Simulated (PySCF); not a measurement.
# C2H4F2O2Si: the cost of one run

Computed with PySCF 2.14.0, with density-fitted response routines of our own, on a single molecule in the gas phase. Atoms are numbered from 0 throughout.

**1. The starting structure**

11 atoms, charge 0, multiplicity 1; geometry from: GFN2-xTB. The atoms were then displaced at random by about 0.01 Å, so the start is not that level's minimum.

Bonds of the start (Å): F0–Si1 1.59, Si1–F2 1.61, Si1–O3 1.58, O3–C4 1.40, C4–C5 1.46, C5–O6 1.42, O6–C4 1.37, Si1–H7 1.43, C4–H8 1.11, C5–H9 1.08, C5–H10 1.07.

**2. Relaxing the molecule at PBE0-D3(BJ)/def2-SVP**

Job settings and geometry (Å):

```
{"job": {"xc": "PBE0", "basis": "def2-SVP", "d3": "d3bj", "grid": 1, "shake": 0.01, "kind": "geom"}, "charge": 0, "multiplicity": 1}
F      2.738290     1.343820    -0.040180
Si     1.671740     0.248350    -0.474540
F      1.240040     0.652310    -1.969170
O      0.500580     0.551870     0.546890
C     -0.730370    -0.102190     0.639500
C     -1.631580    -0.211280    -0.500730
O     -0.865510    -1.302220    -0.002800
H      2.255670    -1.060630    -0.482640
H     -1.128080    -0.029320     1.678120
H     -2.699170    -0.287180    -0.330160
H     -1.313490     0.170640    -1.445710
```

Started as:

```bash
$ OMP_NUM_THREADS=1 python probes_run.py task.json out
```

This one command runs all jobs of the session in turn.

Q: Estimate the wall time and peak memory of this first job on 1 thread of Intel Xeon at 2.50GHz, shared host.

About 97 s, with a peak of 0.52 GiB.
